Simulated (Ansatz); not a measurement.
This script for a ladder of methods at one geometry of CH4F2Sn, SMILES F[CH](F)[SnH3] with Ansatz 0.2.0 through its Python package holds a mistake.

The script, `methods_ch4f2sn.py`:
```python
"""CH4F2Sn at several levels of theory."""

import ansatz

mol = (
    ansatz.Crystal.molecule()
    .atom("F", (1.6071, 1.2444, -0.2072))
    .atom("C", (1.111, 0.0204, 0.1096))
    .atom("F", (1.3992, -0.2464, 1.4135))
    .atom("Sn", (-0.9367, -0.0667, -0.1507))
    .atom("H", (1.6046, -0.7305, -0.5668))
    .atom("H", (-1.7779, 1.1177, 0.8936))
    .atom("H", (-1.3832, 0.2693, -1.8125))
    .atom("H", (-1.5321, -1.6653, 0.2647))
)

model = (
    mol.calculation()
    .basis(gaussian="def2-SVP")
    .hubbard("F", "p", u_eff=4.0)
)

methods = ["mp2", "ccsd", "ccsd_t"]
batch = ansatz.Session.batch([model.correlation(m).input() for m in methods])
reports = sorted(batch.plan().execute().molecular_reports, key=lambda each: each["member"])
print(f"Hartree-Fock reference {reports[0]['reference_energy_ev'] / 27.211386246:.6f} Ha")
best = reports[-1]["free_energy_ev"] - reports[-1]["reference_energy_ev"]
for method, each in zip(methods, reports):
    gained = each["free_energy_ev"] - each["reference_energy_ev"]
    print(f"{method:8s} total {each['free_energy_ev'] / 27.211386246:.6f} Ha  correlation {gained:9.4f} eV  ({100 * gained / best:.1f} % of the last)")
```

Running `python methods_ch4f2sn.py` prints:
```text
Traceback (most recent call last):
  File "methods_ch4f2sn.py", line 24, in <module>
    batch = ansatz.Session.batch([model.correlation(m).input() for m in methods])
ansatz.GaussianBasisError: member 0 of the batch: invalid value for `basis.gaussian`: such a run doesn't read hamiltonian.hubbard; remove what it names
```

Find the fault and give the corrected script.

The fault: a Hubbard U isn't read in a Gaussian basis. The correction:

```diff
--- before
+++ after
@@ -16,7 +16,3 @@
 
-model = (
-    mol.calculation()
-    .basis(gaussian="def2-SVP")
-    .hubbard("F", "p", u_eff=4.0)
-)
+model = mol.calculation().basis(gaussian="def2-SVP")
```

After the fix:

```console
$ python methods_ch4f2sn.py
Hartree-Fock reference -452.162025 Ha
mp2      total -452.784647 Ha  correlation  -16.9424 eV  (92.4 % of the last)
ccsd     total -452.821832 Ha  correlation  -17.9543 eV  (97.9 % of the last)
ccsd_t   total -452.836048 Ha  correlation  -18.3411 eV  (100.0 % of the last)
```

Notes:
- Total energies depend on the basis set; only differences at equal settings carry meaning.
- The geometry is a force-field or estimated start, not a minimum of this method, and the basis set is short of its limit. A lower total doesn't mark the better method: functionals have no common bound, and MP2 and coupled cluster aren't variational.
- def2 sets replace the cores of elements past krypton by effective core potentials.
- Inner cores stay frozen; a filled d shell under the valence of the heavier atoms is correlated with it.
